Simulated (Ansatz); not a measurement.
**LaOs2: a short molecular-dynamics run**

Aim: set LaOs2 (a randomly packed cell, 12 atoms, not relaxed) in motion for 20 steps of 2 fs at constant energy, with velocities drawn for 1200 K, and see how temperature, energy and positions respond.

All numbers below are computed with Ansatz 0.2.0 (DFT revPBE, plane waves, PAW, scalar-relativistic, no spin polarisation).

**1. The system as given**

The cell holds 12 atoms (La4Os8): a = 6.471 Å, b = 6.398 Å, c = 6.108 Å, α = 98.87°, β = 89.08°, γ = 95.29°.

Coordinates:

```xyz
12
Lattice="6.4666 -0.1374 0.1797 -0.4166 6.2071 -1.4959 -0.0608 0.4924 6.0880" Properties=species:S:1:pos:R:3 pbc="T T T"
La    5.1264    6.3201    2.7647
La    0.3534    3.8866    3.5408
La    3.0516    0.1126    0.2076
La   -0.2473    4.1765    0.4542
Os    4.8975    2.1511    2.3219
Os    2.6081    3.4207   -0.7294
Os    1.8911    2.5806    1.5102
Os    2.8043    4.7426    2.3649
Os    4.7029    2.6352    5.2695
Os    5.8709    0.3097    0.9326
Os    1.4713    0.3679    2.5640
Os    2.8538    2.0061    3.7624
```

**2. Dynamics**

input.yaml

```yaml
crystal:
  lattice:
    - [6.466614, -0.137444, 0.179715]
    - [-0.416572, 6.20708, -1.495857]
    - [-0.060755, 0.492431, 6.087964]
  atoms:
    - { symbol: La, position: [0.862436, 0.984116, 0.670479] }
    - { symbol: La, position: [0.098211, 0.571286, 0.719069] }
    - { symbol: La, position: [0.473862, 0.026518, 0.026628] }
    - { symbol: La, position: [0.006126, 0.65433, 0.235196] }
    - { symbol: Os, position: [0.782682, 0.329052, 0.439145] }
    - { symbol: Os, position: [0.439472, 0.560441, 0.004927] }
    - { symbol: Os, position: [0.321116, 0.396208, 0.335929] }
    - { symbol: Os, position: [0.485944, 0.730891, 0.553698] }
    - { symbol: Os, position: [0.759687, 0.367327, 0.933388] }
    - { symbol: Os, position: [0.913005, 0.058951, 0.140716] }
    - { symbol: Os, position: [0.23348, 0.030975, 0.421879] }
    - { symbol: Os, position: [0.465679, 0.280116, 0.673078] }
kpoints:
  mp_grid: { grid: [3, 3, 3], shift: [0.5, 0.5, 0.5] }
magnetization:
  spin_polarized: false
scf:
  occupations: { method: fermi_dirac, width: 0.05 }
hamiltonian:
  pseudopotentials: { kind: paw }
  xc: revpbe
basis:
  ecutwfc: 420
md:
  timestep: 2.0
  n_steps: 20
  ensemble: nve
  temperature: 1200.0
  initial_velocities: maxwell_boltzmann
  seed: 464906
```

Command:

```bash
$ ansatz run input.yaml --threads 2 --pin off --max-ram 2560MiB --backend cpu --events-out ev --progress --plain --runs-dir out
```

What does the calculation give? Wanted: temperature, first and last step; temperature, second half; potential energy, second half; largest change of the total energy; mean square displacement, second half.

The runs gave:

| quantity | value |
| --- | --- |
| length | 20 steps of 2 fs |
| temperature, first and last step | 1200 and 1671 K |
| temperature, second half | mean 1557 K, from 1447 to 1671 K |
| potential energy, second half | -42 meV/atom from the start |
| largest change of the total energy | 0.01 meV/atom |
| mean square displacement, second half | La 0.020, Os 0.016 Å² |

The temperature starts at 1200 K and averages 1557 K in the second half, where it still rises, from 1447 to 1671 K; the start was no minimum (force components up to 2.0 eV/Å), and the potential energy that it sheds (42 meV/atom) turns into motion. The total energy strays from its start by at most 0.01 meV/atom, under 0.1 % of the mean kinetic energy, which is good for a step of 2 fs. Over the second half La atoms stand 0.1 Å (root mean square) from where they began, and the farthest move is 0.3 Å. Settings off the usual here: hamiltonian.xc, kpoints.mp_grid.shift. 40 fs on 12 atoms is far too short and small for converged averages.
